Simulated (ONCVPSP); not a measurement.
# Copper: generating and testing an ONCV potential

Aim: build the potential from the settings below, then test how well it stands in for the atom: other configurations, scattering, ghost states and the plane-wave cutoff that it needs.

Program: ONCVPSP 4.0.1.1 (patched build). Reference atom: LDA (Perdew-Wang 92), scalar-relativistic, spherical and spin-unpolarised. All values are calculated.

**1. The atom and the settings**

The settings as typed:

| Item | Value |
| --- | --- |
| element | copper (Cu, Z = 29) |
| type | optimised norm-conserving Vanderbilt (ONCV) |
| frozen core | [Ar] |
| valence charge | 11 |
| reference configuration | 3d10 4p1 |
| partial waves | s scattering state at 0.46 Ha: rc 3.95 bohr, ncon 4, nbas 8, qcut 2.1 1/bohr, 2 projectors, debl 3.7 Ha; 4p: rc 3.65 bohr, ncon 5, nbas 10, qcut 2.2 1/bohr, 2 projectors, debl 3.9 Ha; 3d: rc 1.05 bohr, ncon 4, nbas 9, qcut 15.8 1/bohr, 2 projectors, debl 1.1 Ha |
| local potential | polynomial inside 1.00 bohr (lpopt 5, dvloc0 0 Ha) |
| core correction | Teter function, fcfact 2.25, rcfact 1.1 |

**2. The generation run**

The input, Cu.dat:

```
# ATOM AND REFERENCE CONFIGURATION
# atsym  z   nc   nv     iexc    psfile
  Cu 29.00    5    2  -001012      upf
#
#   n    l    f
    1    0    2.00
    2    0    2.00
    2    1    6.00
    3    0    2.00
    3    1    6.00
    3    2   10.00
    4    1    1.00
#
# PSEUDOPOTENTIAL AND OPTIMIZATION
# lmax
    2
#
#   l,   rc,      ep,       ncon, nbas, qcut
    0    3.95    0.46    4    8    2.10
    1    3.65    0.00    5   10    2.20
    2    1.05    0.00    4    9   15.80
#
# LOCAL POTENTIAL
# lloc, lpopt,  rc(5),   dvloc0
    4    5    1.00    0.00
#
# VANDERBILT-KLEINMAN-BYLANDER PROJECTORs
# l, nproj, debl
    0    2    3.70
    1    2    3.90
    2    2    1.10
#
# MODEL CORE CHARGE
# icmod, fcfact, rcfact
    3    2.25    1.10
#
# LOG DERIVATIVE ANALYSIS
# epsh1, epsh2, depsh
   -2.00    5.00    0.02
#
# OUTPUT GRID
# rlmax, drl
    6.00    0.01
#
# TEST CONFIGURATIONS
# ncnf
    4
# nvcnf
#   n    l    f
    3
    3    2   10.00
    4    1    0.00
    4    0    1.00
#
    2
    3    2   10.00
    4    1    0.00
#
    2
    3    2    9.00
    4    1    0.00
#
    3
    3    2    9.00
    4    1    1.00
    4    0    1.00
#
```

Command:

```sh
$ oncvpsp.x < Cu.dat > Cu.out
```

What does the calculation give? Wanted: cutoffs for 1 and 0.1 mHa per electron, occupied waves; bound ghosts; GHOST(+) flags; largest test error; largest phase difference near zero energy, channels read; rms error of d²Exc/dn², without and with the model core; projector energies reset by the program.

The runs gave:

| quantity | value |
| --- | --- |
| cutoffs for 1 and 0.1 mHa per electron, occupied waves | 93 Ha and 106 Ha |
| bound ghosts | s at -48.96 eV |
| GHOST(+) flags | p at 25 eV, p at 106 eV |
| largest test error (AE − PS) | +129 meV, for 3d9 4s1 4p1 (1 test unsolved) |
| largest phase difference near zero energy, channels read | 1.266 rad |
| rms error of d²Exc/dn², without and with the model core | 8.40 and 6.33 mHa |
| projector energies reset by the program | s: -0.232, 3.468 Ha |

It has a bound ghost (s), a state that the atom doesn't have, and that rules the file out. By total energies transferability is poor: the largest error is 129 meV on 2.7 eV, for 3d9 4s1 4p1. Of the tests 1 gave no usable energy difference, which is a warning in itself. By its cutoff, 93 Ha for the looser tolerance, it is very hard. At the looser tolerance the 3d wave is the slowest; 4p needs 1 Ha. Near zero energy the largest phase difference among the channels read is 1.27 rad, in the s channel. The pseudo curves have a pole with no partner nearby in the atom's: s at -1.79 Ha. The program also flags highly localised states, GHOST(+) (p).
